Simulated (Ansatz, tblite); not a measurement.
LaAgS₂: GFN1-xTB, run from Python

These are simulated results from tblite 0.8.0, not measurements. The cell was built from a prototype and was relaxed with r2SCAN in plane waves (Ansatz 0.2.0). It may be hypothetical. All runs are without spin polarisation.

The symmetry is P4/mmm (No. 123, tetragonal); conventional cell a = 4.130 Å, c = 5.605 Å, 23.90 Å³ an atom. Around Ag lie 6 S at 2.80–2.92 Å; around S lie 2 Ag at 2.80 Å and 4 La at 2.92 Å; around La lie 6 S at 2.80–2.92 Å; around S lie 2 La at 2.80 Å and 4 Ag at 2.92 Å.

tblite solves periodic systems at the zone centre alone, so the script builds a cluster of 2×2×2 conventional cells (32 atoms), which folds in a coarse mesh of k points.

The script, run.py:

```python
import json
from ase import Atoms
from ase.build import make_supercell
from ase.units import Bohr, GPa, Hartree
from tblite.interface import Calculator

atoms = Atoms(['Ag', 'S', 'La', 'S'],
              cell=[[4.13002169, 0.0, 0.0], [0.0, 4.13002169, 0.0], [0.0, 0.0, 5.60489832]],
              scaled_positions=[[0.0, 0.0, 0.0], [0.0, 0.0, 0.5], [0.5, 0.5, 0.5], [0.5, 0.5, 0.0]],
              pbc=True)
cluster = make_supercell(atoms, [[2, 0, 0], [0, 2, 0], [0, 0, 2]])
calc = Calculator('GFN1-xTB', cluster.numbers, cluster.positions / Bohr, lattice=cluster.cell[:] / Bohr, periodic=cluster.pbc)
calc.set('temperature', 0.02 / Hartree)
calc.set('max-iter', 150)
res = calc.singlepoint()
levels = res.get('orbital-energies') * Hartree
nv = round(res.get('orbital-occupations').sum() / 2)
cells = len(cluster) // len(atoms)
out = {'energy_per_cell': res.get('energy') * Hartree / cells, 'homo': levels[nv - 1], 'lumo': levels[nv],
       'stress': (-res.get('virial') * Hartree / cluster.get_volume() / GPa).tolist(), 'charges': res.get('charges')[:len(atoms)].tolist(), 'electrons': 2 * nv / cells}
json.dump(out, open('results.json', 'w'))
for key, value in out.items():
    print(key, value)
```

Command: `python run.py`. It took 5.9 s on 1 thread of Arm Neoverse N1, on a shared host, peak memory 0.1 GiB.

What it printed:

```
------------------------------------------------------------
  cycle        total energy    energy error   density error
------------------------------------------------------------
      1     -91.96478453675  -9.1680739E+01   1.0930193E+00
      2     -298.1913253329  -2.0622654E+02   3.1297934E+00
      3     -95.72264937189   2.0246868E+02   6.0526258E-01
      4     -96.77823005439  -1.0555807E+00   4.7598025E-01
      5     -96.74439169487   3.3838360E-02   3.9769836E-01
      6     -97.09876385755  -3.5437216E-01   3.5540936E-01
      7     -97.12634399476  -2.7580137E-02   3.4844514E-01
      8     -91.66860937876   5.4577346E+00   1.0850543E+00
      9     -255.4895698002  -1.6382096E+02   3.2220785E+00
     10     -96.54060541132   1.5894896E+02   6.0450106E-01
     11     -96.57766332196  -3.7057911E-02   4.0775416E-01
     12     -96.87074223837  -2.9307892E-01   3.5749947E-01
     13     -97.62853500317  -7.5779276E-01   1.9579367E-01
     14     -98.14355646248  -5.1502146E-01   9.7197865E-02
     15     -96.72139083170   1.4221656E+00   3.8024694E-01
     16     -96.58025942405   1.4113141E-01   4.0035993E-01
     17     -96.56123171607   1.9027708E-02   4.0397112E-01
     18     -97.11677402933  -5.5554231E-01   4.2168145E-01
     19     -96.80805223692   3.0872179E-01   3.6753903E-01
     20     -96.89837657898  -9.0324342E-02   3.3545370E-01
     21     -97.58665013825  -6.8827356E-01   2.2093218E-01
     22     -97.05716899258   5.2948115E-01   3.1312293E-01
     23     -98.26710361328  -1.2099346E+00   4.7375524E-02
     24     -97.58735222231   6.7975139E-01   2.2257719E-01
     25     -98.26840253764  -6.8105032E-01   4.4636327E-02
     26     -96.93954529457   1.3288572E+00   3.2967454E-01
     27     -97.62366552205  -6.8412023E-01   2.1381168E-01
     28     -96.61346188443   1.0102036E+00   3.7578274E-01
     29     -95.83805771279   7.7540417E-01   4.8475999E-01
     30     -95.88237648909  -4.4318776E-02   4.7847209E-01
     31     -96.74822372384  -8.6584723E-01   3.6350075E-01
     32     -96.86747371893  -1.1925000E-01   3.4377448E-01
     33     -97.68352789834  -8.1605418E-01   2.0216139E-01
     34     -96.57740694845   1.1061209E+00   3.8307702E-01
     35     -98.11065701408  -1.5332501E+00   1.1748427E-01
     36     -97.73115821003   3.7949880E-01   1.9224333E-01
     37     -97.04870470377   6.8245351E-01   3.1216686E-01
     38     -97.70690763258  -6.5820293E-01   1.9704284E-01
     39     -97.04099130597   6.6591633E-01   3.1363181E-01
     40     -97.68140753439  -6.4041623E-01   2.0275962E-01
     41     -97.42902467685   2.5238286E-01   2.5585364E-01
     42     -97.70156740738  -2.7254273E-01   1.9873369E-01
     43     -97.71995304106  -1.8385634E-02   2.0707671E-01
     44     -97.95226004119  -2.3230700E-01   1.5392665E-01
     45     -98.28526142803  -3.3300139E-01   3.8210894E-02
     46     -98.23295608751   5.2305341E-02   7.1751285E-02
     47     -98.21373597054   1.9220117E-02   8.0357333E-02
     48     -98.21238371092   1.3522596E-03   8.0806399E-02
     49     -98.22060110973  -8.2173988E-03   7.6852112E-02
     50     -98.30211891458  -8.1517805E-02   6.3700929E-03
     51     -98.27027221629   3.1846698E-02   4.7937408E-02
     52     -98.30138101841  -3.1108802E-02   9.7959331E-03
     53     -98.28947798383   1.1903035E-02   3.0502214E-02
     54     -98.28356483813   5.9131457E-03   3.6498521E-02
     55     -98.30105245880  -1.7487621E-02   1.0656254E-02
     56     -98.27919562423   2.1856835E-02   4.0287737E-02
     57     -98.30001432394  -2.0818700E-02   1.3579182E-02
     58     -98.29227584199   7.7384819E-03   2.6772088E-02
     59     -98.29200238836   2.7345363E-04   2.7110898E-02
     60     -98.29812021985  -6.1178315E-03   1.7756132E-02
     61     -98.29709905070   1.0211692E-03   1.9649257E-02
     62     -98.29836034575  -1.2612950E-03   1.7334825E-02
     63     -98.30195314073  -3.5927950E-03   7.7158975E-03
     64     -98.29895284492   3.0002958E-03   1.6187434E-02
     65     -98.30247799807  -3.5251531E-03   5.4424363E-03
     66     -98.30065598564   1.8220124E-03   1.2127667E-02
     67     -98.30245993397  -1.8039483E-03   5.5634159E-03
     68     -98.30224256057   2.1737340E-04   6.4258734E-03
     69     -98.30244710204  -2.0454147E-04   5.3242582E-03
     70     -98.30248474200  -3.7639967E-05   5.2968064E-03
     71     -98.30242926142   5.5480589E-05   5.3738089E-03
     72     -98.30239894522   3.0316194E-05   5.8884902E-03
     73     -98.30249557491  -9.6629691E-05   4.9690916E-03
     74     -98.30237824038   1.1733453E-04   5.9892025E-03
     75     -98.30252005496  -1.4181457E-04   4.8498527E-03
     76     -98.30238912216   1.3093280E-04   5.8854733E-03
     77     -98.30250363636  -1.1451421E-04   5.0107168E-03
     78     -98.30240403689   9.9599471E-05   5.7551067E-03
     79     -98.30246965795  -6.5621062E-05   5.2650971E-03
     80     -98.30241412825   5.5529706E-05   5.6522614E-03
     81     -98.30244125582  -2.7127570E-05   5.4398947E-03
     82     -98.30245382394  -1.2568126E-05   5.2755591E-03
     83     -98.30225843547   1.9538848E-04   6.2742842E-03
     84     -98.30263222569  -3.7379022E-04   2.5355000E-03
     85     -98.30253924497   9.2980719E-05   3.4165809E-03
     86     -98.30266287383  -1.2362886E-04   1.1940058E-03
     87     -98.30264673764   1.6136187E-05   1.5843785E-03
     88     -98.30266040040  -1.3662756E-05   1.1630438E-03
     89     -98.30267121247  -1.0812069E-05   7.8445011E-04
     90     -98.30265906299   1.2149473E-05   1.1958175E-03
     91     -98.30267330608  -1.4243082E-05   6.5555111E-04
     92     -98.30266416279   9.1432873E-06   1.0271238E-03
     93     -98.30267042914  -6.2663495E-06   7.7937321E-04
     94     -98.30267083450  -4.0536119E-07   7.5438806E-04
     95     -98.30267265067  -1.8161730E-06   6.5499590E-04
     96     -98.30267830811  -5.6574396E-06   1.6800127E-04
     97     -98.30267727626   1.0318556E-06   3.1428663E-04
     98     -98.30267864042  -1.3641657E-06   5.7508135E-05
     99     -98.30267858888   5.1541264E-08   8.0451591E-05
    100     -98.30267861763  -2.8746356E-08   6.5624973E-05
    101     -98.30267840757   2.1005688E-07   1.3763992E-04
    102     -98.30267861840  -2.1082478E-07   6.5039670E-05
    103     -98.30267867709  -5.8694567E-08   1.2621380E-05
------------------------------------------------------------

 total:                                   4.791 sec
energy_per_cell -334.36901708895397
homo -10.430937904246987
lumo -10.430790424057792
stress [[-4.131182078612121, -3.94007054059556e-06, -6.335530852087216e-07], [-3.940070540463578e-06, -4.131182078471917, -6.335731675468741e-07], [-6.335530851361271e-07, -6.335731676665364e-07, -12.084553303631038]]
charges [0.26103108226813554, -0.4593346932649767, 0.6239841939427881, -0.42564928446485806]
electrons 26.0
```

The cycle table is in hartree for the whole cluster, and the lines after it are in eV (the energy for one cell). The printed stress is in GPa and positive in compression, and the pressure is its mean diagonal.

GFN1-xTB gives no gap at the points read. On the same cell, plane-wave PBE (Ansatz, 6×6×6 k points and the special points) gives no gap (an overlap of 0.26 eV at the points read) and r2SCAN no gap (an overlap of 0.07 eV at the points read); on shared hosts these took about 13 and 37 core-seconds on the 4-atom cell, against 5.9 for the script. Spin-orbit coupling, left out in all these runs, can cut or reorder the gap by tenths of an eV, up to about 1 eV with Pb or Bi.

The pressure on this cell is -6.8 GPa (positive in compression).

xTB was fitted mostly to molecules, and a small cluster samples few k points, so gaps, pressures and kinks along a curve can be far from a solid's.

The runs are scalar-relativistic, without spin-orbit coupling.
